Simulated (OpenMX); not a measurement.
Runs of OpenMX 3.8.5 on SiF. Symmetry: R-3m, No. 166, trigonal system. The conventional cell has a = 2.624 Å, b = 2.624 Å, c = 11.695 Å, α = 90.00°, β = 90.00°, γ = 120.00°. Si (site symmetry -3m) has 6 F at 2.47 Å and 6 Si at 2.62 Å as nearest neighbours. Around F (site symmetry -3m) lie 6 Si at 2.47 Å and 6 F at 2.62 Å. The cell was built by a generator and needn't be a form met in nature.

```tsv
cell	pressure (GPa)
R-3m, 11.62 Å³/atom	(b)
R-3m, 11.15 Å³/atom	8.3
R-3m, 12.59 Å³/atom	-2.2
R-3m, 13.09 Å³/atom	(a)
R-3m, 12.1 Å³/atom	0.7
```

Alike in all rows: task band structure; level PBE; potentials or basis OpenMX 2013 PBE set, Si7.0-s2p2d1, F6.0-s2p2d1, grid cutoff 400 Ry; no spin polarisation; k mesh 9 × 9 × 9; smearing fermi-dirac 0.05 eV.

Question: Fill in the values left out.

Answer: (a) -4.4; (b) 4.1.

Caveats: the basis of atomic orbitals isn't converged, which shifts pressures, moduli and gaps; an odd number of electrons without spin polarisation forces a metal; a magnetic or distorted state may lie lower.
